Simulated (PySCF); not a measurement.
**One shape, several levels: CH4Cl2Si (methyldichlorosilane)**

We compute a comparison of 5 runs (HF/STO-3G, HF/def2-SVP, B3LYP/6-31G*, wB97X/6-311G**) of CH4Cl2Si (methyldichlorosilane). Input form: a Python script.

The results are computed with PySCF 2.14.0.

### Step 1. The structure to begin with

The species is CH4Cl2Si (8 atoms), meant as a singlet with charge 0. SMILES: `C[SiH](Cl)Cl`. The shape is that of a PBE0-D4/def2-TZVP optimisation.

Bond lengths: C1–Si2 1.847 Å, Si2–Cl3 2.049 Å, Si2–Cl4 2.049 Å, C1–H5 1.093 Å, C1–H6 1.093 Å, C1–H7 1.092 Å, Si2–H8 1.477 Å. Some angles: C1–Si2–Cl3 109.8°, C1–Si2–Cl4 109.8°, Cl3–Si2–Cl4 108.8°, C1–Si2–H8 113.5°, Cl3–Si2–H8 107.3°, Cl4–Si2–H8 107.4°, Si2–C1–H5 110.1°, Si2–C1–H6 110.1°, Si2–C1–H7 110.4°, H5–C1–H6 108.8°.

### Step 2. Energy and forces at HF/STO-3G (run 1)

Contents of input.py:

```python
# C[SiH](Cl)Cl
from pyscf import gto, scf

system = gto.M(
    atom=[
    ('C', (-0.168200, 1.000100, -0.143000)),
    ('Si', (0.058100, -0.802700, 0.188900)),
    ('Cl', (1.964700, -1.153600, 0.852700)),
    ('Cl', (-0.248000, -1.870300, -1.533000)),
    ('H', (-1.182600, 1.191400, -0.501000)),
    ('H', (-0.003400, 1.573900, 0.772100)),
    ('H', (0.539900, 1.340100, -0.901100)),
    ('H', (-0.868500, -1.335900, 1.208600)),
],
    basis='sto-3g',
    verbose=4,
    charge=0,
    max_memory=1860,
)

mf = scf.RHF(system)
mf.conv_tol = 1e-10
mf.kernel()
if not mf.converged:
    mf = mf.newton().run(mf.mo_coeff, mf.mo_occ)

e_final = mf.e_tot
print(f'total energy: {e_final:.8f} hartree')
grad = mf.nuc_grad_method().kernel()
dip = mf.dip_moment()
pop, q = mf.mulliken_pop()
```

Launch:

```bash
$ OMP_NUM_THREADS=1 python input.py
```

Output:

```text
PySCF version 2.14.0

[... 58 lines left out ...]
converged SCF energy = -1234.6296705415
total energy: -1234.62967054 hartree
[... 11 lines left out ...]
Dipole moment(X, Y, Z, Debye): -2.12231,  2.32001,  1.27078
[... 45 lines left out ...]
charge of    7H =     -0.10697
```

Wall time 2.1 s (1 thread of Intel Xeon at 2.70GHz, shared host); peak memory 0.12 GiB.

### Step 3. Energy and forces at HF/def2-SVP (run 2)

Contents of input.py:

```python
import pyscf.grad
from pyscf import gto, scf

mol = gto.Mole()
mol.atom = '''
C     -0.168200     1.000100    -0.143000
Si     0.058100    -0.802700     0.188900
Cl     1.964700    -1.153600     0.852700
Cl    -0.248000    -1.870300    -1.533000
H     -1.182600     1.191400    -0.501000
H     -0.003400     1.573900     0.772100
H      0.539900     1.340100    -0.901100
H     -0.868500    -1.335900     1.208600
'''
mol.max_memory = 1860
mol.charge = 0
mol.basis = 'def2-svp'
mol.verbose = 4
mol.build()

calc0 = scf.RHF(mol)
calc0.conv_tol = 1e-10
calc0.kernel()
if not calc0.converged:
    calc0 = calc0.newton().run(calc0.mo_coeff, calc0.mo_occ)

etot = calc0.e_tot
print('E(%s) = %.9f' % ('HF', etot))
grad = calc0.Gradients().kernel()
dip = calc0.dip_moment()
pop, q = calc0.mulliken_pop()
```

Launch:

```bash
$ OMP_NUM_THREADS=1 python input.py
```

Output:

```text
PySCF version 2.14.0

[... 62 lines left out ...]
converged SCF energy = -1247.83825481193
[... 12 lines left out ...]
Dipole moment(X, Y, Z, Debye): -1.16859,  1.79502,  0.54370
[... 97 lines left out ...]
charge of    7H =     -0.12560
```

Run time: 6.6 s. Hardware: 1 thread of Intel Xeon at 2.70GHz, shared host; peak memory 0.17 GiB.

Runs 3 to 4 aren't shown in full; the table further down has their settings and results.

### Step 4. Energy and forces at wB97X/6-311G(d,p) (run 5)

Contents of run.py:

```python
from pyscf import gto, dft

mol = gto.M(
    atom='''
C     -0.317852     1.889915    -0.270231
Si     0.109793    -1.516883     0.356969
Cl     3.712745    -2.179988     1.611369
Cl    -0.468652    -3.534355    -2.896950
H     -2.234790     2.251420    -0.946753
H     -0.006425     2.974240     1.459058
H      1.020263     2.532422    -1.702832
H     -1.641227    -2.524485     2.283923
''',
    max_memory=1860,
    basis='6-311g**',
    unit='bohr',
    verbose=4,
)

mf = dft.RKS(mol, xc='wb97x')
mf.grids.level = 5
mf.conv_tol = 1e-10
mf.kernel()
if not mf.converged:
    mf = mf.newton().run(mf.mo_coeff, mf.mo_occ)

etot = mf.e_tot
print('Final energy', etot)
grad = mf.nuc_grad_method().kernel()
dip = mf.dip_moment()
pop, q = mf.mulliken_pop()
```

Launch:

```bash
$ OMP_NUM_THREADS=1 python run.py
```

Output:

```text
PySCF version 2.14.0

[... 75 lines left out ...]
converged SCF energy = -1250.5358030846
Final energy -1250.5358030846003
[... 12 lines left out ...]
Dipole moment(X, Y, Z, Debye): -1.36906,  2.05444,  0.65164
[... 129 lines left out ...]
charge of    7H =     -0.09234
```

Wall time 91 s (1 thread of Intel Xeon at 2.70GHz, shared host); peak memory 1.2 GiB.

### Step 5. Overview of the runs

| run | level | integration grid | Cartesian functions | energy (Eh) | dipole moment (D) | HOMO energy (eV) | LUMO energy (eV) | wall time |
| --- | --- | --- | --- | --- | --- | --- | --- | --- |
| 1 | HF/STO-3G | – | no | -1234.629671 | 3.39 | -10.45 | 8.18 | 2.1 s |
| 2 | HF/def2-SVP | – | no | -1247.838255 | 2.21 | -12.03 | 4.46 | 6.6 s |
| 3 | B3LYP/6-31G* (spherical functions) | 5 | no | -1250.504380 | 2.42 | -8.57 | 0.41 | 40 s |
| 4 | B3LYP/6-31G* (Cartesian functions) | 5 | yes | -1250.513317 | 2.41 | -8.57 | 0.41 | 40 s |
| 5 | wB97X/6-311G** | 5 | no | -1250.535803 | 2.55 | -11.42 | 2.42 | 91 s |

### Step 6. What came out

| quantity | value |
| --- | --- |
| run 5: total energy | -1250.53580 Eh |
| run 5: dipole moment | 2.55 D |
| run 5: HOMO energy | -11.42 eV |
| run 5: LUMO energy | 2.42 eV |
| run 5: HOMO–LUMO gap | 13.84 eV |
| run 5: largest force on an atom | 0.244 eV/Å |

The dipole moment (its size) runs from 2.21 D (HF/def2-SVP) to 3.39 D (HF/STO-3G). The HOMO–LUMO gap runs from 8.97 eV (B3LYP/6-31G*) to 18.63 eV (HF/STO-3G). The two ends differ in method and basis. Totals of different functionals can't be ranked against each other. In run 1 the basis is minimal, so the values are rough. All runs together took 3 min, the longest 91 s.
